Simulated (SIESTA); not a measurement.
Crystal: HfB.

```
Hf B
1.0
     0.00000    2.31000    2.31000
     2.31000    0.00000    2.31000
     2.31000    2.31000    0.00000
Hf B
1 1
Direct
  0.50000 0.50000 0.50000
  0.00000 0.00000 0.00000
```

Base run:

| Property | Result |
| --- | --- |
| Program | SIESTA 5.4.2 |
| Functional | vdW-DF-C09 |
| Potentials or basis | PseudoDojo 0.4 standard (PBE files) |
| Basis | DZP (energy shift 0.003 Ry; two zetas on semicore shells) |
| Grid cutoff | 800 Ry |
| Energy shift | 0.003 Ry |
| k mesh | 10 × 10 × 10 |
| Occupations | fermi-dirac, width 0.05 eV |
| Spin | no spin polarisation |

Its results: band gap on the k mesh none (metal or under the smearing width); pressure 26.6 GPa.

Task: The run is repeated on the same cell with these changes: functional from vdW-DF-C09 to optB88-vdW. What comes out?

Result: Band gap on the k mesh none (metal or under the smearing width); pressure 31.8 GPa.

Caveats: short orbitals over semicore shells can move pressures by several GPa; the potentials were made for another functional, which shifts forces and pressure; spin-orbit coupling is left out, which moves the levels of the heavy elements; the basis of atomic orbitals isn't converged, which shifts pressures, moduli and gaps; a pressure of tens of GPa on the cell as given is suspect, and the run, the potentials or the cell itself is likely at fault (some runs).
